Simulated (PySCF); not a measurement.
**CH5O2PSi (SMILES O=CO[SiH2]P): levels of theory compared**

Wanted: a comparison of 6 runs (HF/STO-3G, B3LYP/6-31G*, B3LYP/6-31G**, PBE0/def2-SVP, PBE/6-311+G**) of CH5O2PSi. The job is set up through a Python script.

The calculation is run with PySCF 2.14.0.

## Step 1: The structure to begin with

CH5O2PSi: 10 atoms, total charge 0, spin state singlet. SMILES: `O=CO[SiH2]P`. Geometry: relaxed at GFN2-xTB. This is one conformer, not always the lowest.

Bond lengths: O1–C2 1.197 Å, C2–O3 1.301 Å, O3–Si4 1.686 Å, Si4–P5 2.220 Å, C2–H6 1.105 Å, Si4–H7 1.460 Å, Si4–H8 1.463 Å, P5–H9 1.385 Å, P5–H10 1.395 Å. Some angles: O1–C2–O3 126.1°, C2–O3–Si4 124.4°, O3–Si4–P5 106.8°, O1–C2–H6 122.6°, O3–C2–H6 111.3°, O3–Si4–H7 101.3°, O3–Si4–H8 100.2°, P5–Si4–H7 111.8°, P5–Si4–H8 121.7°, Si4–P5–H9 96.8°.

## Step 2: Energy and gradient at HF/STO-3G (run 1)

Input file run.py:

```python
# O=CO[SiH2]P
from pyscf import gto

mol = gto.M(
    atom='''
O        0.737150       0.735040       1.621300
C        0.281920      -0.362340       1.770860
O       -0.289580      -1.087170       0.854020
Si      -0.566290      -0.576220      -0.728830
P        0.054660       1.552310      -0.835160
H        0.311190      -0.892280       2.740570
H       -2.015990      -0.723160      -0.826360
H        0.143810      -1.621750      -1.465290
H        1.418780       1.322300      -0.911070
H       -0.075660       1.653260      -2.220050
''',
    charge=0,
    verbose=3,
    basis='sto-3g',
    max_memory=1860,
)

mf = mol.RHF()
mf.conv_tol = 1e-10
mf.kernel()
if not mf.converged:
    mf = mf.newton().run(mf.mo_coeff, mf.mo_occ)

etot = mf.e_tot
print('E = %.10f Eh' % etot)
grad = mf.nuc_grad_method().kernel()
mf.analyze()
```

Command:

```sh
$ OMP_NUM_THREADS=1 python run.py
```

Log:

```text
converged SCF energy = -810.52067793159
[... 12 lines left out ...]
MO #3   energy= -20.2332099168688  occ= 2
[... 6 lines left out ...]
MO #10  energy= -5.06773695412385  occ= 2
[... 6 lines left out ...]
MO #17  energy= -0.7754838250477   occ= 2
[... 6 lines left out ...]
MO #24  energy= -0.424603916070812 occ= 2
[... 6 lines left out ...]
MO #31  energy= 0.437382200264805  occ= 0
[... 6 lines left out ...]
MO #38  energy= 1.02244997002147   occ= 0
[... 11 lines left out ...]
Dipole moment(X, Y, Z, Debye): -0.37087, -0.97566, -1.89434
```

Wall time 2.9 s (1 thread of Intel Xeon at 2.70GHz, shared host); peak memory 0.12 GiB.

## Step 3: Energy and forces at B3LYP/6-31G(d) (spherical functions) (run 2)

Input file job.py:

```python
import pyscf.grad
from pyscf import gto, dft

mol = gto.M(
    atom='''
O      0.737150     0.735040     1.621300
C      0.281920    -0.362340     1.770860
O     -0.289580    -1.087170     0.854020
Si    -0.566290    -0.576220    -0.728830
P      0.054660     1.552310    -0.835160
H      0.311190    -0.892280     2.740570
H     -2.015990    -0.723160    -0.826360
H      0.143810    -1.621750    -1.465290
H      1.418780     1.322300    -0.911070
H     -0.075660     1.653260    -2.220050
''',
    max_memory=1860,
    spin=0,
    charge=0,
    basis='6-31g*',
    verbose=4,
)

mf = dft.RKS(mol, xc='b3lyp')
mf.grids.level = 5
mf.conv_tol = 1e-10
mf.kernel()
if not mf.converged:
    mf = mf.newton().run(mf.mo_coeff, mf.mo_occ)

e_tot = mf.e_tot
print('E = %.10f Eh' % e_tot)
grad = mf.Gradients().kernel()
mf.analyze()
```

Command:

```sh
$ OMP_NUM_THREADS=1 python job.py
```

Log:

```text
PySCF version 2.14.0

[... 105 lines left out ...]
MO #3   energy= -19.1887574544575  occ= 2
[... 16 lines left out ...]
MO #20  energy= -0.473262262105945 occ= 2
[... 16 lines left out ...]
MO #37  energy= 0.180415153199395  occ= 0
[... 16 lines left out ...]
MO #54  energy= 0.691486150810648  occ= 0
[... 16 lines left out ...]
MO #71  energy= 1.34334539349483   occ= 0
[... 16 lines left out ...]
MO #88  energy= 3.04637046396622   occ= 0
[... 101 lines left out ...]
Dipole moment(X, Y, Z, Debye): -0.27476, -1.69727, -1.03836
```

Wall time 46 s (1 thread of Intel Xeon at 2.70GHz, shared host); peak memory 0.87 GiB.

Run 3 isn't shown in full; the table further down has it.

## Step 4: Energy and gradient at B3LYP/6-31G(d,p) (spherical functions) (run 4)

Input file calc.py:

```python
from pyscf import gto, dft

molecule = gto.M(
    atom=[
    ('O', (0.737150, 0.735040, 1.621300)),
    ('C', (0.281920, -0.362340, 1.770860)),
    ('O', (-0.289580, -1.087170, 0.854020)),
    ('Si', (-0.566290, -0.576220, -0.728830)),
    ('P', (0.054660, 1.552310, -0.835160)),
    ('H', (0.311190, -0.892280, 2.740570)),
    ('H', (-2.015990, -0.723160, -0.826360)),
    ('H', (0.143810, -1.621750, -1.465290)),
    ('H', (1.418780, 1.322300, -0.911070)),
    ('H', (-0.075660, 1.653260, -2.220050)),
],
    basis='6-31g**',
    max_memory=1860,
    charge=0,
    verbose=4,
)

mf = dft.RKS(molecule, xc='b3lyp')
mf.grids.level = 5
mf.conv_tol = 1e-10
mf.kernel()
if not mf.converged:
    mf = mf.newton().run(mf.mo_coeff, mf.mo_occ)

energy = mf.e_tot
print('E(%s) = %.9f' % ('B3LYP', energy))
grad = mf.nuc_grad_method().kernel()
mf.analyze()
```

Command:

```sh
$ OMP_NUM_THREADS=1 python calc.py
```

Log:

```text
PySCF version 2.14.0

[... 110 lines left out ...]
MO #8   energy= -4.70475513565973  occ= 2
[... 18 lines left out ...]
MO #27  energy= -0.293456485718278 occ= 2
[... 18 lines left out ...]
MO #46  energy= 0.452379639113276  occ= 0
[... 18 lines left out ...]
MO #65  energy= 1.06093082600135   occ= 0
[... 18 lines left out ...]
MO #84  energy= 2.06642510133748   occ= 0
[... 18 lines left out ...]
MO #103 energy= 3.44637045065346   occ= 0
[... 116 lines left out ...]
Dipole moment(X, Y, Z, Debye): -0.28030, -1.68911, -1.02906
```

It took 74 s on 1 thread of Intel Xeon at 2.70GHz, shared host; peak memory 1 GiB.

Run 5 isn't shown in full; the table further down has it.

## Step 5: Energy and gradient at PBE/6-311+G(d,p) (run 6)

Input file run.py:

```python
import pyscf.grad
from pyscf import gto, dft

mol = gto.Mole()
mol.atom = '''
O      1.393012     1.389024     3.063813
C      0.532752    -0.684723     3.346440
O     -0.547227    -2.054454     1.613864
Si    -1.070133    -1.088898    -1.377289
P      0.103292     2.933441    -1.578224
H      0.588064    -1.686165     5.178927
H     -3.809669    -1.366574    -1.561594
H      0.271762    -3.064663    -2.768997
H      2.681106     2.498785    -1.721673
H     -0.142977     3.124209    -4.195286
'''
mol.unit = 'bohr'
mol.charge = 0
mol.verbose = 4
mol.basis = '6-311+g**'
mol.max_memory = 1860
mol.build()

calc0 = dft.RKS(mol, xc='pbe')
calc0.conv_tol = 1e-10
calc0.grids.level = 5
calc0.kernel()
if not calc0.converged:
    calc0 = calc0.newton().run(calc0.mo_coeff, calc0.mo_occ)

etot = calc0.e_tot
print(f'total energy: {etot:.8f} hartree')
grad = calc0.Gradients().kernel()
dip = calc0.dip_moment()
pop, q = calc0.mulliken_pop()
```

Command:

```sh
$ OMP_NUM_THREADS=1 python run.py
```

Log:

```text
PySCF version 2.14.0

[... 87 lines left out ...]
converged SCF energy = -821.990495406856
total energy: -821.99049541 hartree
[... 12 lines left out ...]
Dipole moment(X, Y, Z, Debye): -0.34809, -1.54138, -1.04235
[... 167 lines left out ...]
charge of    9H =      0.02463
```

Wall time 1.8 min (1 thread of Intel Xeon at 2.70GHz, shared host); peak memory 1.9 GiB.

## Step 6: The series

| run | level | integration grid | Cartesian functions | energy (Eh) | dipole moment (D) | HOMO energy (eV) | LUMO energy (eV) | wall time |
| --- | --- | --- | --- | --- | --- | --- | --- | --- |
| 1 | HF/STO-3G | – | no | -810.520678 | 2.16 | -7.52 | 9.10 | 2.9 s |
| 2 | B3LYP/6-31G* (spherical functions) | 5 | no | -822.426297 | 2.01 | -7.04 | -0.18 | 46 s |
| 3 | B3LYP/6-31G* (Cartesian functions) | 5 | yes | -822.433623 | 2.01 | -7.05 | -0.19 | 51 s |
| 4 | B3LYP/6-31G** (spherical functions) | 5 | no | -822.433333 | 2.00 | -7.04 | -0.19 | 74 s |
| 5 | PBE0/def2-SVP | 5 | no | -821.636696 | 1.93 | -7.36 | 0.04 | 45 s |
| 6 | PBE/6-311+G** | 5 | no | -821.990495 | 1.89 | -6.29 | -1.44 | 1.8 min |

## Step 7: Summary of results

```
                       quantity          value
            run 6: total energy  -821.99050 Eh
           run 6: dipole moment         1.89 D
             run 6: HOMO energy       -6.29 eV
             run 6: LUMO energy       -1.44 eV
           run 6: HOMO–LUMO gap        4.86 eV
run 6: largest force on an atom     1.868 eV/Å
```

In words: The dipole moment (its size) runs from 1.89 D (PBE/6-311+G**) to 2.16 D (HF/STO-3G). The two ends differ in method and basis. The HOMO–LUMO gap runs from 4.86 eV (PBE/6-311+G**) to 16.61 eV (HF/STO-3G). Totals of different functionals can't be ranked against each other. In run 1 the basis is minimal, so the values are rough. All runs together took 5.5 min, the longest 1.8 min.
